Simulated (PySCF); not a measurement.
# GaF₂⁺: structure of the singlet

Aim: relax GaF₂⁺ as a singlet from a PBE0 minimum start, check by its vibrations whether the end is a minimum, and collect its spectrum and constants.

Method: PBE0, basis Ga def2-TZVP, F def2-TZVP, no relativity, density fitting; program: PySCF 2.14.0.

## (1) The starting structure

3 atoms, charge 1, spin multiplicity 1.

Bond lengths: Ga1–F2 1.661 Å, Ga1–F3 1.661 Å. Angles: F2–Ga1–F3 180.0°.

```xyz
3
charge 1 multiplicity 1
Ga    0.0000    0.0000    0.0000
F     0.0000    0.0000    1.6609
F     0.0000    0.0000   -1.6609
```

## (2) Finding the electronic state

The steps below are one call of a driver around PySCF. For each, scf.py gives the equivalent set-up of the SCF; relaxations use the driver's own optimiser. After this first run the driver tries any further starts and a stability analysis.

The input, scf.py:

```python
from pyscf import gto, scf, dft
mol = gto.M(atom='''
Ga     0.000000     0.000000     0.000000
F      0.000000    -0.000000     1.660913
F      0.000000     0.000000    -1.660913''',
    basis={'Ga': 'def2-TZVP', 'F': 'def2-TZVP'},
    charge=1, spin=0)
mf = dft.RKS(mol, xc='PBE0')
mf.grids.atom_grid = (50, 194)
aux = {'Ga': 'def2-universal-JKFIT', 'F': 'def2-universal-JKFIT'}
mf = mf.density_fit(auxbasis=aux)
mf.conv_tol = 1e-08
mf.diis_space = 10
mf.max_cycle = 60
mf.init_guess = 'minao'
mf.verbose = 4
mf.kernel()
```

The run is started by

```console
$ OMP_NUM_THREADS=2 python axn.py task.json out
```

Output:

```text
init E= -2123.86119228835
  HOMO = -0.523352411999932  LUMO = -0.170425198280142  gap/eV = 9.60364
cycle= 1 E= -2123.71446900111  delta_E= 0.147  |g|= 1.15  |ddm|= 1.92
  HOMO = -0.579518595058752  LUMO = -0.390511935594226  gap/eV = 5.14313
cycle= 2 E= -2123.17525927051  delta_E= 0.539  |g|= 2.29  |ddm|= 2.06
  HOMO = -0.732692587154534  LUMO = -0.411878257748718  gap/eV = 8.72980
cycle= 3 E= -2123.89286974968  delta_E= -0.718  |g|= 0.235  |ddm|= 1.33
  HOMO = -0.701365412109003  LUMO = -0.392237506738226  gap/eV = 8.41180
cycle= 4 E= -2123.8985693215  delta_E= -0.0057  |g|= 0.0663  |ddm|= 0.122
  HOMO = -0.704455617938282  LUMO = -0.38915615786734  gap/eV = 8.57974
cycle= 5 E= -2123.8990877391  delta_E= -0.000518  |g|= 0.00607  |ddm|= 0.0287
  HOMO = -0.705270669851503  LUMO = -0.389568280684273  gap/eV = 8.59070
cycle= 6 E= -2123.89909252091  delta_E= -4.78e-06  |g|= 0.00121  |ddm|= 0.00252
  HOMO = -0.705366152771223  LUMO = -0.389507731647072  gap/eV = 8.59495
cycle= 7 E= -2123.89909272266  delta_E= -2.02e-07  |g|= 0.000213  |ddm|= 0.000868
  HOMO = -0.705345388462532  LUMO = -0.389507307764468  gap/eV = 8.59439
cycle= 8 E= -2123.89909273068  delta_E= -8.02e-09  |g|= 7.1e-06  |ddm|= 0.000187
  HOMO = -0.705346905970866  LUMO = -0.389508084224161  gap/eV = 8.59441
Extra cycle  E= -2123.89909273068  delta_E= -4.09e-12  |g|= 6.33e-06  |ddm|= 9.32e-06
converged SCF energy = -2123.89909273068
```

This step, with its further starts and checks, took 10 s on 2 threads of Arm Neoverse N1, shared host.

The test of internal stability found no lower closed-shell solution.

## (3) Relaxation: PBE0 minimum start, singlet

The program finds D∞h symmetry in the start, which this walk keeps. The walk stops when the largest gradient is under 0.0003 Eh/bohr and the energy has settled too.

scf.py: that of step 2 with these lines changed.

```diff
@@ -4 +4 @@
-F      0.000000    -0.000000     1.660913
+F      0.000000     0.000000     1.660913
@@ -15 +14,0 @@
-mf.init_guess = 'minao'
```

Energy and gradient, step by step:

```tsv
step	energy (Eh)	change (kJ/mol)	largest symmetric gradient (Eh/bohr)
0	-2123.899093	0.00	0.00007
```

The walk took 1.9 s.

End point (D∞h, 0 steps, 0.0 kJ/mol gained): Ga–F 1.661 Å (×2); F–Ga–F 180.0°.

## (4) Hessian and properties

The point is checked on the finer grid, and tightened if its gradient asks for it. The Hessian and the dipole derivatives come from central differences of analytic gradients, with steps of 0.02 bohr.

scf.py: that of step 3 with these lines changed.

```diff
@@ -3,3 +3,3 @@
-Ga     0.000000     0.000000     0.000000
-F      0.000000     0.000000     1.660913
-F      0.000000     0.000000    -1.660913''',
+Ga     0.000000     0.000000    -0.000000
+F     -0.000000     0.000000     1.661097
+F      0.000000     0.000000    -1.661097''',
@@ -9 +9 @@
-mf.grids.atom_grid = (50, 194)
+mf.grids.atom_grid = (75, 302)
@@ -12 +12 @@
-mf.conv_tol = 1e-08
+mf.conv_tol = 1e-10
```

This SCF starts from the last density.

Log of the central SCF (cycles and frontier levels):

```text
init E= -2123.89897054643
  HOMO = -0.705311954754905  LUMO = -0.389563200661776  gap/eV = 8.59196
cycle= 1 E= -2123.89897054643  delta_E= -4.09e-12  |g|= 6.06e-06  |ddm|= 4.3e-06
  HOMO = -0.70531051918568  LUMO = -0.389562653379429  gap/eV = 8.59194
Extra cycle  E= -2123.89897054642  delta_E= 1.23e-11  |g|= 8.81e-06  |ddm|= 6.5e-06
converged SCF energy = -2123.89897054642
```

The whole step took 27 s.

Geometry: D∞h; Ga–F 1.661 Å (×2); F–Ga–F 180.0°.

Modes, for the most abundant isotopes:

| symmetry | ω (cm⁻¹) | IR (km/mol) |
| --- | --- | --- |
| πu | 170 | 89.9 |
| σg+ | 736 | 0.0 |
| σu+ | 931 | 68.9 |

No imaginary mode, so this is a minimum.

Constants and moments:

| Property | Result |
| --- | --- |
| Dipole moment about the centre of mass | 0.00 D |
| Highest occupied level | -19.19 eV |
| Lowest empty level | -10.60 eV |
| Rotational constants | 0.1608 cm⁻¹ |
| Zero-point energy | 12.0 kJ/mol |
| Principal polarisabilities | 12.4, 12.4, 24.2 bohr³ |
| Principal traceless quadrupole moments about the centre of mass | -6.51, 3.26, 3.26 D Å |
| Entropy at 298.15 K and 1 bar | 251.2 J/(mol K) |
| Heat capacity Cp at 298.15 K | 49.9 J/(mol K) |
| Enthalpy at 298.15 K above 0 K | 12.26 kJ/mol |
| Rotational symmetry number | 2 |

Populations by atom (charges in e):

```csv
atom,Mulliken,Löwdin,polar tensor,Mayer order to Ga1
Ga1,1.21,0.86,1.79,–
"F2,3",-0.10,0.07,-0.40,1.34
```

Outer orbital energies (eV). occupied: -33.65, -33.04, -21.63, -20.62, -19.71, -19.71, -19.19, -19.19; empty: -10.60, -7.70, -7.70, -3.11.

Mulliken populations on Ga1: s 6.73, p 12.76, d 10.17, f 0.13.

## (5) What came out

| quantity | value |
| --- | --- |
| minimum | singlet, D∞h |
| geometry | Ga–F 1.661 Å (×2); F–Ga–F 180.0° |
| wavenumbers (cm⁻¹) | 170 (πu), 736 (σg+), 931 (σu+) |
| dipole moment (centre of mass) | 0.00 D |
| highest occupied, lowest empty level | -19.19, -10.60 eV |
| polar-tensor charge of Ga1 | +1.79 e |
| zero-point energy | 12.0 kJ/mol |
| entropy at 298.15 K | 251.2 J/(mol K) |

The PBE0 minimum start keeps its D∞h symmetry and ends in a minimum. The strongest infrared band lies at 170 cm⁻¹ (πu, bend). Only this shape and spin were tried, so other structures or states may lie lower.

The search up to here took 39 s.
